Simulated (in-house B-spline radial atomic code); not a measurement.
# Br⁺: ionisation energy by several methods

An exercise on one series of results from a longer session: the logs are not shown, and one member is left open.

Program: in-house B-spline radial atomic code version 1. Level of theory: non-relativistic, several functionals, spin-polarised; spherical all-electron atom at the radial basis limit. These are calculated values, not measurements, unless marked.

## The atom as given

```
element       : bromine (Z = 35)
charge        : +1
electrons     : 34
configuration : [Ar] 3d10 4s2 4p4
nucleus       : point
```

Outer shells as boxes (Hund's rule):

[Ar] 3d10 4s2 4p4
```
[Ar] core
3d [↑↓][↑↓][↑↓][↑↓][↑↓]
4s [↑↓]
4p [↑↓][↑ ][↑ ]
```

Where spins are not typed, each open shell is filled with up spins first.

The first run:

Settings of the run:

```ini
Z = 35
electrons = 34.0
configuration = [Ar] 3d10 4s2 4p4
hamiltonian = nr
method = hf
spin_polarised = True
```

Steps of the session up to this table: Hartree-Fock; RPBE, a GGA; revTPSS, a meta-GGA; SCAN, a meta-GGA; r2SCAN, a meta-GGA; LDA (VWN5).

One of the session's tables, all rows but one given; the rest of the session is left out.

| method | ΔSCF (eV) |
| --- | --- |
| LDA (VWN5) | 21.677 |
| RPBE | 21.122 |
| revTPSS | 21.162 |
| SCAN | 21.072 |
| r2SCAN | ? |
| Hartree-Fock | 20.055 |

Estimate the missing values for r2SCAN.

**Answer.** ΔSCF (eV): 21.043. In the column «ΔSCF (eV)» it lies between Hartree-Fock (20.055) and SCAN (21.072).

To keep in mind: These runs leave out relativity, which matters at this nuclear charge.
